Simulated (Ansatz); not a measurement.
# BiIr (zincblende): equation of state

How stiff is BiIr (zincblende)? Energies and pressures are computed at volumes on both sides of the relaxed cell and fitted. The cell was built by placing the elements on the sites of a structure type; the runs don't test whether it is the stable form.

Method: DFT r²SCAN, scalar-relativistic, plane waves, PAW, in Ansatz 0.2.0.

1 further run of the same task is left out (it didn't finish). Runs told in other sessions of the task aren't counted.

## Step 1: The structure to begin with

It takes space group F-43m (No. 216, cubic). Conventional cell: a = 6.076 Å, b = 6.076 Å, c = 6.076 Å, α = 90.00°, β = 90.00°, γ = 90.00°. Ir (site symmetry -43m) is surrounded by 4 Bi at 2.63 Å. Bi (site symmetry -43m) has 4 Ir at 2.63 Å in its first shell of neighbours.

Structure file:

```cif
data_structure
_symmetry_space_group_name_H-M 'F-43m'
_symmetry_Int_Tables_number 216
_cell_length_a 6.0761
_cell_length_b 6.0761
_cell_length_c 6.0761
_cell_angle_alpha 90.000
_cell_angle_beta 90.000
_cell_angle_gamma 90.000
_cell_volume 224.32
loop_
_atom_site_label
_atom_site_type_symbol
_atom_site_symmetry_multiplicity
_atom_site_Wyckoff_symbol
_atom_site_fract_x
_atom_site_fract_y
_atom_site_fract_z
_atom_site_occupancy
Ir1 Ir 4 a 0.00000 0.00000 0.00000 1
Bi1 Bi 4 d 0.25000 0.25000 0.75000 1
```

This cell comes from an earlier session at r²SCAN: 28.040 Å³/atom at 0.00 GPa, on a 10×10×10 mesh.

Volume factors to run: 0.980, 1.020, 0.960, 1.040, 1.070.

## Step 2: Scaling the volume by 0.980

The input, input.yaml:

```yaml
crystal:
  lattice:
    - [0.0, 3.0176472461, 3.0176472461]
    - [3.0176472461, 0.0, 3.0176472461]
    - [3.0176472461, 3.0176472461, 0.0]
  atoms:
    - { symbol: Ir, position: [0.0, 0.0, 0.0] }
    - { symbol: Bi, position: [0.25, 0.25, 0.25] }
basis:
  ecutwfc: 500
  ecutrho_ratio: 4
kpoints:
  mp_grid: { grid: [10, 10, 10] }
hamiltonian:
  xc: r2scan
scf:
  occupations: { method: gaussian, width: 0.05 }
output:
  forces: true
  stress: true
  eigenvalues: true
```

Run with:

```bash
$ ansatz run input.yaml --threads 2 --pin off --max-ram 2662MiB --backend cpu --events-out ev --progress --plain --runs-dir out
```

Output, shortened:

```text
Warning: RAYON_NUM_THREADS=2 ignored (pool sized by the plan → 2); use --threads N
[...]
Pseudopotentials: kind: paw
Pseudopotential: Ir, paw, valence charge 17, recommended cutoff 500 eV (meta_gga), Ir.paw.azcp
Pseudopotential: Bi, paw, valence charge 15, recommended cutoff 500 eV (meta_gga), Bi.paw.azcp
Functional definition: r2SCAN
[...]
Crystal: 2 atoms, lattice volume = 54.959 Å³
Basis set: ecut = 500 eV, 1411 PW (Γ), exchange–correlation on 128×128×128 points (64 copies of the dense FFT grid, shifted against one another)
Bands: 20, of which v1, the nominal top of the filled ones, is band 16 counted from 1 (15 counted from 0)
Symmetry: 24 space group operations
Space group: F-43m (ITA 216), of the structure as read, at distance tolerance 3.8e-5 Å
k-points: 47 of 1000 (time reversal used)
[...]
SCF iter   1: F=—  HF=-24358.471754 eV  |F-HF|=—  |Δ(HF+E_count)|=         —  Δρ=1.20e-2  dr2=1.16e-1  dr2_τ=6.22e-2  ethr=1.77e-3  ⟨swp⟩=6.2  Hψ=4277  notcnv=0
[...]
SCF iter   6: F=-24358.477412 eV  HF=-24358.477412 eV  |F-HF|=2.77e-8  |Δ(HF+E_count)|=   1.05e-7  Δρ=1.18e-5  dr2=9.23e-8  dr2_τ=4.09e-9  ethr=3.13e-10  ⟨swp⟩=8.1  Hψ=4921  notcnv=0
[...]
SCF converged after 6 iterations
Free energy (F): -24358.477412 eV
[...]
E sigma→0 (E₀):  -24358.476494 eV
Entropy (-TS):   -0.001836 eV (-0.918 meV/atom)
Fermi energy:    11.793277 eV
[...]
--- Forces (eV/Å), atoms counted from 1 ---
  atom   1  Ir    -0.00000000     0.00000000     0.00000000
  atom   2  Bi    -0.00000000     0.00000000    -0.00000000
[...]
--- Stress (GPa, compression-positive) ---
        2.028690       0.000000       0.000000
        0.000000       2.028690      -0.000000
        0.000000      -0.000000       2.028690
  P = ⅓ Tr σ = 2.0287 GPa (20.287 kbar)
--- Band table (eV; the first three rows and the last of 47) ---
  k-point 0: bands = ["-81.4699", "-37.8446", "-37.8446", "-37.8446", "-11.6648", "-11.6648", "-11.6648", "-11.6127", "-11.6127", "-0.8949", "7.9997", "7.9997", "7.9997", "9.9566", "9.9566", "14.6603", "17.1476", "17.1476", "17.1476", "18.9307"]
[...]
```

Wall time 5.1 s (2 threads of Arm Neoverse V2, shared host); peak memory 0.51 GiB.

Read off: volume 27.479 Å³/atom, pressure 2.03 GPa, no gap.

## Step 3: Volume × 1.020

Changes to input.yaml since step 2:

```diff
@@ -2,5 +2,5 @@
   lattice:
-    - [0.0, 3.0176472461, 3.0176472461]
-    - [3.0176472461, 0.0, 3.0176472461]
-    - [3.0176472461, 3.0176472461, 0.0]
+    - [0.0, 3.0581574122, 3.0581574122]
+    - [3.0581574122, 0.0, 3.0581574122]
+    - [3.0581574122, 3.0581574122, 0.0]
   atoms:
```

Run with:

```bash
$ ansatz run input.yaml --threads 2 --pin off --max-ram 2662MiB --backend cpu --events-out ev --progress --plain --runs-dir out
```

Output, shortened:

```text
Warning: RAYON_NUM_THREADS=2 ignored (pool sized by the plan → 2); use --threads N
[...]
[... 4 set-up lines as earlier in the session ...]
[...]
Crystal: 2 atoms, lattice volume = 57.202 Å³
Basis set: ecut = 500 eV, 1459 PW (Γ), exchange–correlation on 128×128×128 points (64 copies of the dense FFT grid, shifted against one another)
Bands: 20, of which v1, the nominal top of the filled ones, is band 16 counted from 1 (15 counted from 0)
[... 1 set-up line as earlier in the session ...]
Space group: F-43m (ITA 216), of the structure as read, at distance tolerance 3.9e-5 Å
k-points: 47 of 1000 (time reversal used)
[...]
SCF iter   1: F=—  HF=-24358.474943 eV  |F-HF|=—  |Δ(HF+E_count)|=         —  Δρ=1.22e-2  dr2=1.26e-1  dr2_τ=5.98e-2  ethr=1.77e-3  ⟨swp⟩=6.2  Hψ=4264  notcnv=0
[...]
SCF iter   7: F=-24358.478003 eV  HF=-24358.478003 eV  |F-HF|=2.44e-9  |Δ(HF+E_count)|=   1.16e-7  Δρ=2.68e-6  dr2=3.97e-9  dr2_τ=6.46e-10  ethr=3.13e-10  ⟨swp⟩=6.0  Hψ=4262  notcnv=0
[...]
SCF converged after 7 iterations
Free energy (F): -24358.478003 eV
[...]
E sigma→0 (E₀):  -24358.477294 eV
Entropy (-TS):   -0.001418 eV (-0.709 meV/atom)
Fermi energy:    11.113010 eV
[...]
--- Forces (eV/Å), atoms counted from 1 ---
  atom   1  Ir    -0.00000000     0.00000000    -0.00000000
  atom   2  Bi    -0.00000000     0.00000000    -0.00000000
[...]
--- Stress (GPa, compression-positive) ---
       -1.795319       0.000000       0.000000
        0.000000      -1.795319      -0.000000
        0.000000      -0.000000      -1.795319
  P = ⅓ Tr σ = -1.7953 GPa (-17.953 kbar)
--- Band table (eV; the first three rows and the last of 47) ---
  k-point 0: bands = ["-82.0801", "-38.4413", "-38.4413", "-38.4413", "-12.2914", "-12.2914", "-12.2914", "-12.2443", "-12.2443", "-1.3417", "7.5016", "7.5016", "7.5016", "9.3857", "9.3857", "13.7554", "16.2077", "16.2077", "16.2077", "18.1183"]
[...]
```

It took 6.1 s on 2 threads of Arm Neoverse V2, shared host; peak memory 0.51 GiB.

This gives: volume 28.601 Å³/atom, pressure -1.80 GPa, a metal on this mesh.

## Step 4: At 0.960 of the relaxed volume

Changes to input.yaml since step 3:

```diff
@@ -2,5 +2,5 @@
   lattice:
-    - [0.0, 3.0581574122, 3.0581574122]
-    - [3.0581574122, 0.0, 3.0581574122]
-    - [3.0581574122, 3.0581574122, 0.0]
+    - [0.0, 2.9969777806, 2.9969777806]
+    - [2.9969777806, 0.0, 2.9969777806]
+    - [2.9969777806, 2.9969777806, 0.0]
   atoms:
```

Run with:

```bash
$ ansatz run input.yaml --threads 2 --pin off --max-ram 2662MiB --backend cpu --events-out ev --progress --plain --runs-dir out
```

Output, shortened:

```text
Warning: RAYON_NUM_THREADS=2 ignored (pool sized by the plan → 2); use --threads N
[...]
[... 4 set-up lines as earlier in the session ...]
[...]
Crystal: 2 atoms, lattice volume = 53.837 Å³
Basis set: ecut = 500 eV, 1363 PW (Γ), exchange–correlation on 128×128×128 points (64 copies of the dense FFT grid, shifted against one another)
Bands: 20, of which v1, the nominal top of the filled ones, is band 16 counted from 1 (15 counted from 0)
[... 2 set-up lines as earlier in the session ...]
k-points: 47 of 1000 (time reversal used)
[...]
SCF iter   1: F=—  HF=-24358.448316 eV  |F-HF|=—  |Δ(HF+E_count)|=         —  Δρ=1.19e-2  dr2=1.11e-1  dr2_τ=6.37e-2  ethr=1.77e-3  ⟨swp⟩=6.3  Hψ=4274  notcnv=0
[...]
SCF iter   6: F=-24358.455392 eV  HF=-24358.455392 eV  |F-HF|=1.02e-8  |Δ(HF+E_count)|=   1.55e-7  Δρ=1.30e-5  dr2=8.41e-8  dr2_τ=5.13e-9  ethr=3.13e-10  ⟨swp⟩=6.0  Hψ=4937  notcnv=0
[...]
SCF converged after 6 iterations
Free energy (F): -24358.455392 eV
[...]
E sigma→0 (E₀):  -24358.454405 eV
Entropy (-TS):   -0.001974 eV (-0.987 meV/atom)
Fermi energy:    12.153239 eV
[...]
--- Forces (eV/Å), atoms counted from 1 ---
  atom   1  Ir    -0.00000000     0.00000000     0.00000000
  atom   2  Bi    -0.00000000     0.00000000     0.00000000
[...]
--- Stress (GPa, compression-positive) ---
        4.308537       0.000000       0.000000
        0.000000       4.308537      -0.000000
        0.000000      -0.000000       4.308537
  P = ⅓ Tr σ = 4.3085 GPa (43.085 kbar)
--- Band table (eV; the first three rows and the last of 47) ---
  k-point 0: bands = ["-81.1451", "-37.5275", "-37.5275", "-37.5275", "-11.3338", "-11.3338", "-11.3338", "-11.2791", "-11.2791", "-0.6588", "8.2649", "8.2649", "8.2649", "10.2604", "10.2604", "15.1385", "17.6474", "17.6474", "17.6474", "19.3633"]
[...]
```

Wall time 5 s (2 threads of Arm Neoverse V2, shared host); peak memory 0.51 GiB.

Read off: volume 26.918 Å³/atom, pressure 4.31 GPa, metallic.

## Step 5: Scaling the volume by 1.040

Changes to input.yaml since step 4:

```diff
@@ -2,5 +2,5 @@
   lattice:
-    - [0.0, 2.9969777806, 2.9969777806]
-    - [2.9969777806, 0.0, 2.9969777806]
-    - [2.9969777806, 2.9969777806, 0.0]
+    - [0.0, 3.0780161336, 3.0780161336]
+    - [3.0780161336, 0.0, 3.0780161336]
+    - [3.0780161336, 3.0780161336, 0.0]
   atoms:
@@ -21 +21,5 @@
   eigenvalues: true
+  write_density: true
+  write_potential: true
+  elf: true
+  volumetric_format: npy
```

Run with:

```bash
$ ansatz run input.yaml --threads 2 --pin off --max-ram 2662MiB --backend cpu --events-out ev --progress --plain --runs-dir out
```

Output, shortened:

```text
Warning: RAYON_NUM_THREADS=2 ignored (pool sized by the plan → 2); use --threads N
[...]
[... 4 set-up lines as earlier in the session ...]
[...]
Crystal: 2 atoms, lattice volume = 58.323 Å³
Basis set: ecut = 500 eV, 1459 PW (Γ), exchange–correlation on 128×128×128 points (64 copies of the dense FFT grid, shifted against one another)
Bands: 20, of which v1, the nominal top of the filled ones, is band 16 counted from 1 (15 counted from 0)
[... 2 set-up lines as earlier in the session ...]
k-points: 47 of 1000 (time reversal used)
[...]
SCF iter   1: F=—  HF=-24358.457108 eV  |F-HF|=—  |Δ(HF+E_count)|=         —  Δρ=1.21e-2  dr2=1.28e-1  dr2_τ=5.85e-2  ethr=1.77e-3  ⟨swp⟩=6.1  Hψ=4249  notcnv=0
[...]
SCF iter   7: F=-24358.459719 eV  HF=-24358.459719 eV  |F-HF|=4.40e-9  |Δ(HF+E_count)|=   1.88e-7  Δρ=2.77e-6  dr2=3.64e-9  dr2_τ=6.55e-10  ethr=3.13e-10  ⟨swp⟩=12.4  Hψ=7424  notcnv=0
[...]
SCF converged after 7 iterations
Free energy (F): -24358.459719 eV
[...]
E sigma→0 (E₀):  -24358.459081 eV
Entropy (-TS):   -0.001276 eV (-0.638 meV/atom)
Fermi energy:    10.789871 eV
[...]
--- Forces (eV/Å), atoms counted from 1 ---
  atom   1  Ir    -0.00000000     0.00000000    -0.00000000
  atom   2  Bi    -0.00000000     0.00000000     0.00000000
[...]
--- Stress (GPa, compression-positive) ---
       -3.397524      -0.000000       0.000000
        0.000000      -3.397524      -0.000000
        0.000000      -0.000000      -3.397524
  P = ⅓ Tr σ = -3.3975 GPa (-33.975 kbar)
--- Band table (eV; the first three rows and the last of 47) ---
  k-point 0: bands = ["-82.3679", "-38.7232", "-38.7232", "-38.7232", "-12.5885", "-12.5885", "-12.5885", "-12.5438", "-12.5438", "-1.5536", "7.2669", "7.2669", "7.2669", "9.1165", "9.1165", "13.3270", "15.7650", "15.7650", "15.7650", "17.7363"]
[...]
```

Run time: 7.3 s. Hardware: 2 threads of Arm Neoverse V2, shared host; peak memory 0.5 GiB.

This gives: volume 29.162 Å³/atom, pressure -3.40 GPa, no gap.

Axes a, b and c in the maps are those of this run's conventional cell (a, b, c = 6.156, 6.156, 6.156 Å).

Density in a lattice plane of the grid's cell (edges 6.16 and 6.16 Å, at 0.000 of the third edge), which holds Ir.

Values in e/Å³, 12 rows by 12 columns:
```
6.33 3.01 0.49 0.14 0.06 0.03 0.02 0.03 0.06 0.14 0.49 3.02
0.81 0.49 0.23 0.13 0.08 0.06 0.05 0.06 0.08 0.13 0.23 0.49
0.14 0.14 0.13 0.13 0.13 0.14 0.14 0.14 0.13 0.13 0.13 0.14
0.05 0.06 0.08 0.13 0.23 0.49 0.81 0.49 0.23 0.13 0.08 0.06
0.02 0.03 0.06 0.14 0.49 3.01 6.33 3.02 0.49 0.14 0.06 0.03
0.02 0.02 0.05 0.14 0.81 6.33 8.89 6.33 0.81 0.14 0.05 0.02
0.02 0.03 0.06 0.14 0.49 3.02 6.33 3.01 0.49 0.14 0.06 0.03
0.05 0.06 0.08 0.13 0.23 0.49 0.81 0.49 0.23 0.13 0.08 0.06
0.14 0.14 0.13 0.13 0.13 0.14 0.14 0.14 0.13 0.13 0.13 0.14
0.81 0.49 0.23 0.13 0.08 0.06 0.05 0.06 0.08 0.13 0.23 0.49
6.33 3.02 0.49 0.14 0.06 0.03 0.02 0.03 0.06 0.14 0.49 3.01
8.89 6.33 0.81 0.14 0.05 0.02 0.02 0.02 0.05 0.14 0.81 6.33
```
Columns run along the first of these edges and rows up along the second, over one cell in 12 and 12 even steps from the bottom left corner. Atoms in the plane (fractional): Ir at (0.00, 0.00), Ir at (0.50, 0.50).

ELF in the same plane.

Ten even steps from '0' (0.01) to '9' (0.68):
```
899754421000000012445799
997544432100000123444579
664444432111111123444446
444444433322222333444444
444444444444444444444444
222333444444444444433322
111123444446664444432111
000123444579997544432100
000012445799899754421000
000012445897479854421000
000012445799899754421000
000123444579997544432100
111123444446664444432111
222333444444444444433322
444444444444444444444444
444444433322222333444444
664444432111111123444446
997544432100000123444579
899754421000000012445799
479854421000000012445897
```
Columns run along the first of these edges and rows up along the second, over one cell in 24 and 20 even steps from the bottom left corner. Atoms in the plane (fractional): Ir at (0.00, 0.00), Ir at (0.50, 0.50).

Both are smooth fields of the valence electrons: close to the nuclei they are not physical.

ELF in the plane through atom 1 (Ir) and two of its nearest Bi neighbours, 7.2 Å on a side, that atom in the middle and its first bond to the right.

Ten even steps from '0' (0.01) to '9' (0.68):
```
5544444555554321000123332
8875555654555531000011221
8996565410146541000000000
6896565312036541000000000
9975565532355541000001111
5433455555555542111233332
3222223456655544334555544
2111112344567754555665555
0000001234899985555421255
0000001225984885555302146
0000001235899985555421255
2110001234577643455555555
4210000234443222334555665
5421000012332211112455556
5541000000111100011234799
6542000000000000011226986
6542000000000000001235998
5542100111211100001234788
6543222344443210001234443
```
Atoms in the plane (Å from the middle): Bi (2.7, 0.0), Ir (3.6, -2.5), Bi (-0.9, 2.5), Ir (0.0, 0.0), Ir (-3.6, 2.5).

## Step 6: Volume × 1.070

The input, input.yaml:

```yaml
crystal:
  lattice:
    - [0.0, 3.1073323374, 3.1073323374]
    - [3.1073323374, 0.0, 3.1073323374]
    - [3.1073323374, 3.1073323374, 0.0]
  atoms:
    - { symbol: Ir, position: [0.0, 0.0, 0.0] }
    - { symbol: Bi, position: [0.25, 0.25, 0.25] }
basis:
  ecutwfc: 500
  ecutrho_ratio: 4
kpoints:
  mp_grid: { grid: [10, 10, 10] }
hamiltonian:
  xc: r2scan
scf:
  occupations: { method: gaussian, width: 0.05 }
output:
  forces: true
  stress: true
  eigenvalues: true
```

Run with:

```bash
$ ansatz run input.yaml --threads 2 --pin off --max-ram 2662MiB --backend cpu --events-out ev --progress --plain --runs-dir out
```

Output, shortened:

```text
Warning: RAYON_NUM_THREADS=2 ignored (pool sized by the plan → 2); use --threads N
[...]
[... 4 set-up lines as earlier in the session ...]
[...]
Crystal: 2 atoms, lattice volume = 60.006 Å³
Basis set: ecut = 500 eV, 1471 PW (Γ), exchange–correlation on 144×144×144 points (64 copies of the dense FFT grid, shifted against one another)
Bands: 20, of which v1, the nominal top of the filled ones, is band 16 counted from 1 (15 counted from 0)
[... 2 set-up lines as earlier in the session ...]
k-points: 47 of 1000 (time reversal used)
[...]
SCF iter   1: F=—  HF=-24358.409644 eV  |F-HF|=—  |Δ(HF+E_count)|=         —  Δρ=1.18e-2  dr2=1.25e-1  dr2_τ=5.59e-2  ethr=1.77e-3  ⟨swp⟩=6.1  Hψ=4217  notcnv=0
[...]
SCF iter   6: F=-24358.412836 eV  HF=-24358.412836 eV  |F-HF|=5.84e-8  |Δ(HF+E_count)|=   6.67e-7  Δρ=1.10e-5  dr2=7.02e-8  dr2_τ=4.00e-9  ethr=3.13e-10  ⟨swp⟩=8.3  Hψ=4875  notcnv=0
[...]
SCF converged after 6 iterations
Free energy (F): -24358.412836 eV
[...]
E sigma→0 (E₀):  -24358.412200 eV
Entropy (-TS):   -0.001272 eV (-0.636 meV/atom)
Fermi energy:    10.327078 eV
[...]
--- Forces (eV/Å), atoms counted from 1 ---
  atom   1  Ir    -0.00000000     0.00000000    -0.00000000
  atom   2  Bi    -0.00000000     0.00000000     0.00000000
[...]
--- Stress (GPa, compression-positive) ---
       -5.466933       0.000000       0.000000
       -0.000000      -5.466933      -0.000000
        0.000000      -0.000000      -5.466933
  P = ⅓ Tr σ = -5.4669 GPa (-54.669 kbar)
--- Band table (eV; the first three rows and the last of 47) ---
  k-point 0: bands = ["-82.7794", "-39.1267", "-39.1267", "-39.1267", "-13.0156", "-13.0156", "-13.0156", "-12.9745", "-12.9745", "-1.8583", "6.9316", "6.9316", "6.9316", "8.7315", "8.7315", "12.7127", "15.1325", "15.1325", "15.1325", "17.1907"]
[...]
```

Run time: 5.6 s. Hardware: 2 threads of Arm Neoverse V2, shared host; peak memory 0.58 GiB.

Read off: volume 30.003 Å³/atom, pressure -5.47 GPa, no gap.

## Step 7: Energy and pressure against volume

Energies have the smearing extrapolated to zero and count from the lowest point.

```csv
volume (Å³/atom),energy (meV/atom),pressure (GPa),gap (eV)
26.918,14.58,4.31,metal
27.479,3.54,2.03,metal
28.040,0.00,0.00,metal
28.601,3.14,-1.80,metal
29.162,12.24,-3.40,metal
30.003,35.68,-5.47,metal
```

volume (Å³/atom), energy (meV/atom) and a bar:
```
    26.92       14.6 ############
    27.48        3.5 ###
    28.04        0.0 
    28.60        3.1 ###
    29.16       12.2 ##########
    30.00       35.7 ##############################
```

## Step 8: What came out

```
          quantity           value
                V0  28.046 Å³/atom
                B0          95 GPa
               B0′             4.7
scatter of the fit  0.002 meV/atom
```

The fitted minimum lies at 28.05 Å³/atom, and the bulk modulus is 95 GPa. One per cent of compression takes about 0.95 GPa. These are values at 0 K without zero-point motion. Spin–orbit coupling is left out, though the cell holds Bi; in elements this heavy it can shift levels and gaps by tenths of an eV.
